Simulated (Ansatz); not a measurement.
Predict the output of the script below (the Ansatz DFT code, driven from Python).

`scan.py`:
```python
'''Potential curve of CH4Cl2Si along one bond.'''

import ansatz as az
from ase import Atoms
import numpy as np


def main() -> None:
    atoms = Atoms(['Cl', 'C', 'Si', 'Cl', 'H', 'H', 'H', 'H'], positions=[
        (-1.6005, 1.5421, -0.1613),
        (0.0057, 0.9372, -0.2032),
        (-0.0481, -0.8565, 0.161),
        (1.9784, -1.5748, 0.133),
        (0.5942, 1.4979, 0.5129),
        (0.4214, 1.1616, -1.1954),
        (-0.5182, -1.1429, 1.5384),
        (-0.7407, -1.6216, -0.8411),
    ])
    system = az.Crystal.molecule_from_ase(atoms)

    symbols = [site.symbol for site in system.cartesian_sites]
    start = np.array([site.position_ang for site in system.cartesian_sites])
    axis = (start[2] - start[1]) / np.linalg.norm(start[2] - start[1])
    moving = [2, 3, 6, 7]
    lengths, energies = [1.611, 1.685, 1.758, 1.831, 1.904, 1.978, 2.051, 2.161], []
    for length in lengths:
        xyz = start.copy()
        xyz[moving] += (length - np.linalg.norm(start[2] - start[1])) * axis
        point = az.Crystal.molecule()
        for symbol, place in zip(symbols, xyz):
            point = point.atom(symbol, place.tolist())
        calculation = (
            point.calculation()
            .basis(gaussian='cc-pVDZ')
            .functional('r2scan')
            .accuracy('medium')
        )
        rep = calculation.run(threads=1, backend='cpu').report
        energies.append(rep['free_energy_ev'])
        print(f'r = {length:6.3f} A  E = {energies[-1]:.5f} eV  <S^2> = {abs(rep["mean_field"]["state"]["spin_squared"]):.3f}')

    # quartic fit about the minimum
    fit = np.polynomial.Polynomial.fit(lengths, np.array(energies) - min(energies), 4).convert()
    roots = [r.real for r in fit.deriv().roots() if abs(r.imag) < 1e-9 and fit.deriv(2)(r.real) > 0]
    r_e = min(roots, key=lambda r: abs(r - lengths[int(np.argmin(energies))]))
    print(f'minimum of the fit at {r_e:.4f} A, force constant {fit.deriv(2)(r_e):.2f} eV/A^2')


if __name__ == '__main__':
    main()
```

```console
$ python scan.py
r =  1.611 A  E = -34022.40081 eV  <S^2> = 0.000
r =  1.685 A  E = -34022.96082 eV  <S^2> = 0.000
r =  1.758 A  E = -34023.28071 eV  <S^2> = 0.000
r =  1.831 A  E = -34023.43140 eV  <S^2> = 0.000
r =  1.904 A  E = -34023.45901 eV  <S^2> = 0.000
r =  1.978 A  E = -34023.39695 eV  <S^2> = 0.000
r =  2.051 A  E = -34023.27325 eV  <S^2> = 0.000
r =  2.161 A  E = -34023.01143 eV  <S^2> = 0.000
minimum of the fit at 1.8858 A, force constant 17.80 eV/A^2
```

These settings explore the input space; basis and method may be short of convergence. The rest of the molecule is held rigid at a force-field or estimated start geometry, and the basis set is modest; single-reference methods fail as a bond breaks. The orbitals are restricted, so S² is zero by construction. Finished in 42 s on 1 thread of Arm Neoverse V2, with other jobs on the host, peak memory 0.22 GiB.
